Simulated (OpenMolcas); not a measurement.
**N12/6-311G (RICD fitting, C-PCM cyclohexane) run of BBrF2 (SMILES FB(F)Br)**

Aim: the vertical electron affinity of BBrF2 at N12/6-311G (RICD fitting, C-PCM cyclohexane), from 2 runs. 

The results are computed with OpenMolcas 26.06.

7 further runs of the same task are left out: 2 that didn't finish, 5 set aside as unsound or not needed.

### Step 1. The system as given

The species is BBrF2 (4 atoms), meant as a singlet with charge 0. As SMILES, `FB(F)Br`. Geometry: relaxed at GFN2-xTB.

Bond lengths: F1–B2 1.307 Å, B2–F3 1.307 Å, B2–Br4 1.848 Å. Angles: F1–B2–F3 117.1°, F1–B2–Br4 121.4°, F3–B2–Br4 121.4°.

### Step 2. Energy and forces at N12/6-311G (RICD fitting, C-PCM cyclohexane)

File mol.inp:

```
&gateway
baslib=$CurrDir
basisset
F.6-311G....
F1 -0.218540 -1.352020 -0.108660 angstrom
F3 -1.202630 0.648570 -0.142590 angstrom
End of Basis
basisset
B.6-311G....
B2 -0.107960 -0.053410 -0.016000 angstrom
End of Basis
basisset
Br.6-311G....
Br4 1.529140 0.756860 0.267250 angstrom
End of Basis
ricd
rf-input
PCM-Model
Solvent=cyclohexane
Conductor
End of RF-Input
&seward
&scf
ksdft=2
1.0 GGA_X_N12
1.0 GGA_C_N12
prorbitals=0
&alaska
```

The basis set 6-311G is read from a file made from the Basis Set Exchange's data (not shown).

On the command line:

```console
export MOLCAS_MEM=1860
pymolcas mol.inp > mol.log
```

Log:

```text
--- Start Module: gateway ---
[...]
--- Stop Module: gateway /rc=_RC_ALL_IS_WELL_ ---
[...]
      Basis functions           78
[...]
--- Start Module: scf ---
[...]
       Convergence after  14 Iterations
[...]
::    Total KS-DFT energy                           -2800.2546128066
[...]
      Total spin, S                                     0.0000000000
[...]
      Total electronic charge=   58.000000
      Total            charge=   -0.000000
[...]
      Dipole Moment (debye):
      Origin of the operator (angstrom)=    0.7230    0.3578    0.1262
                   X=  6.0424E-01               Y=  2.9935E-01               Z=  1.2044E-01           Total=  6.8500E-01
      Quadrupole Moment (debye*angstrom):
[...]
--- Stop Module: scf /rc=_RC_ALL_IS_WELL_ ---
[...]
--- Start Module: alaska ---
[...]
 *              Molecular gradients               *
 **************************************************
  Irreducible representation: a
 ------------------------------------------------------------------------------------------
                              X                       Y                       Z
 ------------------------------------------------------------------------------------------
  F1                1.86664101678513E-03    2.77764228807520E-02    1.62661565289790E-03
  F3                2.31695628309936E-02   -1.54333599703023E-02    2.31775224904052E-03
  B2               -4.74032940141100E-03   -2.33437425653094E-03   -1.63403385873950E-04
  BR4              -2.02958744464468E-02   -1.00086886539792E-02   -3.78096451605270E-03
 ------------------------------------------------------------------------------------------
--- Stop Module: alaska /rc=_RC_ALL_IS_WELL_ ---
[...]
```

Run time: 8.1 s. Hardware: 1 thread of Arm Neoverse V1, shared host; peak memory 0.25 GiB.

### Step 3. The doublet anion at the same level

File mol.inp:

```
* BBrF2 Kohn-Sham DFT
&GATEWAY
BasLib
$CurrDir
BasisSet
F.6-311G....
F1 -0.218540 -1.352020 -0.108660 angstrom
F3 -1.202630 0.648570 -0.142590 angstrom
End of Basis
BasisSet
B.6-311G....
B2 -0.107960 -0.053410 -0.016000 angstrom
End of Basis
BasisSet
Br.6-311G....
Br4 1.529140 0.756860 0.267250 angstrom
End of Basis
RICD
RF-Input
PCM-Model
Solvent=cyclohexane
Conductor
End of RF-Input
&SEWARD
&SCF
UHF
Charge
-1
Spin
2
KSDFT
2
1.0 GGA_X_N12
1.0 GGA_C_N12
PrOrbitals
0
&ALASKA
```

The basis set 6-311G is read from a file made from the Basis Set Exchange's data (not shown).

On the command line:

```console
export MOLCAS_MEM=1860
pymolcas mol.inp > mol.log
```

Log:

```text
--- Start Module: gateway ---
[...]
--- Stop Module: gateway /rc=_RC_ALL_IS_WELL_ ---
[...]
      Basis functions           78
[...]
--- Start Module: scf ---
[...]
       Convergence after  16 Iterations
[...]
::    Total KS-DFT energy                           -2800.2227351537
[...]
      Total spin, S                                     0.5010795658
[...]
      Total electronic charge=   59.000000
      Total            charge=   -1.000000
[...]
      Dipole Moment (debye):
      Origin of the operator (angstrom)=    0.7230    0.3578    0.1262
                   X=  3.0750E+00               Y=  1.5208E+00               Z=  4.6355E-01           Total=  3.4617E+00
      Center of Charge (angstrom)
[...]
--- Stop Module: scf /rc=_RC_ALL_IS_WELL_ ---
[...]
--- Start Module: alaska ---
[...]
 *              Molecular gradients               *
 **************************************************
  Irreducible representation: a
 ------------------------------------------------------------------------------------------
                              X                       Y                       Z
 ------------------------------------------------------------------------------------------
  F1                5.11313403806124E-03    1.00806839490918E-01    8.01108694294039E-03
  F3                8.29412018456850E-02   -5.72258870490305E-02    1.06890645468480E-02
  B2               -3.22151661533754E-02   -1.59895286793401E-02   -1.00399104477056E-02
  BR4              -5.58391697303406E-02   -2.75914237626083E-02   -8.66024104207863E-03
 ------------------------------------------------------------------------------------------
--- Stop Module: alaska /rc=_RC_ALL_IS_WELL_ ---
[...]
```

Run time: 10 s. Hardware: 1 thread of Arm Neoverse V1, shared host; peak memory 0.25 GiB.

### Step 4. What came out

At N12/6-311G (RICD fitting, C-PCM cyclohexane):

| quantity | value |
| --- | --- |
| singlet BBrF2: total energy | -2800.25461 Eh |
| singlet BBrF2: dipole moment | 0.68 D |
| singlet BBrF2: HOMO energy | -7.71 eV |
| singlet BBrF2: LUMO energy | -1.23 eV |
| singlet BBrF2: HOMO–LUMO gap | 6.49 eV |
| singlet BBrF2: largest force on an atom | 1.436 eV/Å |
| doublet anion: total energy | -2800.22274 Eh |
| doublet anion: HOMO energy (highest over α and β) | 3.04 eV |
| doublet anion: LUMO energy (lowest over α and β) | 4.08 eV |
| doublet anion: ⟨S²⟩ | 0.752 |
| vertical electron affinity (to the doublet anion) | -0.867 eV |

This program's gradients are faulty for this kind of reference, so any forces in the log (doublet anion) can't be trusted; the energy can. The anion lies 0.87 eV (83.7 kJ/mol) above the neutral: the electron isn't bound at this level, and such a value depends on the basis. Without diffuse functions anions come out too high. The largest force (singlet BBrF2) is 1.44 eV/Å: the shape isn't a stationary point for this species at this level. Mulliken charges (singlet BBrF2) run from -0.28 on F1 to +0.55 on B2. The HOMO (doublet anion) lies at positive energy, 3.04 eV, as semi-local functionals often give for anions; only total energies tell whether the electron is bound.
